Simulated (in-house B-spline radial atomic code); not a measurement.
# Te⁴³⁺: Hartree-Fock with and without relativity

Wanted: relativistic shifts in Te⁴³⁺, shell by shell.

Program: in-house B-spline radial atomic code version 1. Level of theory: Hartree-Fock averaged over the configuration, non-relativistic (point nucleus) and Dirac-Coulomb (finite nucleus); spherical all-electron atom at the radial basis limit. These are calculated values, not measurements, unless marked.

### Step 1. Starting point

- element: tellurium (Z = 52)
- charge: +43
- electrons: 9
- configuration: [He] 2s2 2p5
- nucleus: point (non-relativistic run); Fermi, rms radius 4.742 fm (Dirac runs)

Outer shells as boxes (Hund's rule):

[He] 2s2 2p5
```
[He] core
2s [↑↓]
2p [↑↓][↑↓][↑ ]
```

The boxes draw the filling by Hund's rule, which heavy ions in jj coupling don't follow; these runs average over all states of the configuration.

### Step 2. Non-relativistic run

Input settings:

```ini
Z = 52
electrons = 9.0
configuration = [He] 2s2 2p5
hamiltonian = nr
method = hf
spin_polarised = False
```

### Step 3. Dirac-Coulomb run

Input settings:

```ini
Z = 52
electrons = 9.0
configuration = [He] 2s2 2p5
hamiltonian = dirac
method = hf
spin_polarised = False
nucleus = fermi
rms_radius = 4.7423
mass_number = 130
atomic_mass = 129.906222745
speed_of_light = 137.035999084
```

### Step 4. Dirac-Coulomb run in the lowest jj configuration, 1s2 2s2 2p-2 2p+3

In configurations, a minus sign after the shell means j = l − 1/2 and a plus sign j = l + 1/2; the count of electrons follows.

The settings differ from step 3 so:

```diff
@@ -2,3 +2,3 @@
 electrons = 9.0
-configuration = [He] 2s2 2p5
+configuration = 1s2 2s2 2p-2 2p+3
 hamiltonian = dirac
```

Before running: How much does each shell's level and mean radius change with the Dirac Hamiltonian, and the total energy?

As calculated:

Levels and radii; the Dirac values are averaged over j with the occupations as weights.

| shell | ε non-rel. (eV) | ε Dirac (eV) | <r> non-rel. (bohr) | <r> Dirac (bohr) | change of <r> (%) |
| --- | --- | --- | --- | --- | --- |
| 1s | -33825.8 | -35105.9 | 0.02919 | 0.02776 | -4.90 |
| 2s | -7455.07 | -7809.29 | 0.1224 | 0.1162 | -5.13 |
| 2p | -7225.77 | -7357.69 | 0.1040 | 0.1012 | -2.70 |

What this shows: The total energy moves by -159.38 hartree, or -3.4 %, between the two Hamiltonians (nuclear size included). The first-order mass-velocity and Darwin terms of the non-relativistic run add up to -145.24 hartree, 91 % of it. Averaged over j, the 2s shell contracts most (-5.13 %). Spin-orbit coupling splits the 2p level by 292.03 eV. The lowest jj configuration lies 95.647 eV below the average over the whole configuration. Breit terms add 3.74 hartree and QED terms 3.23 hartree.
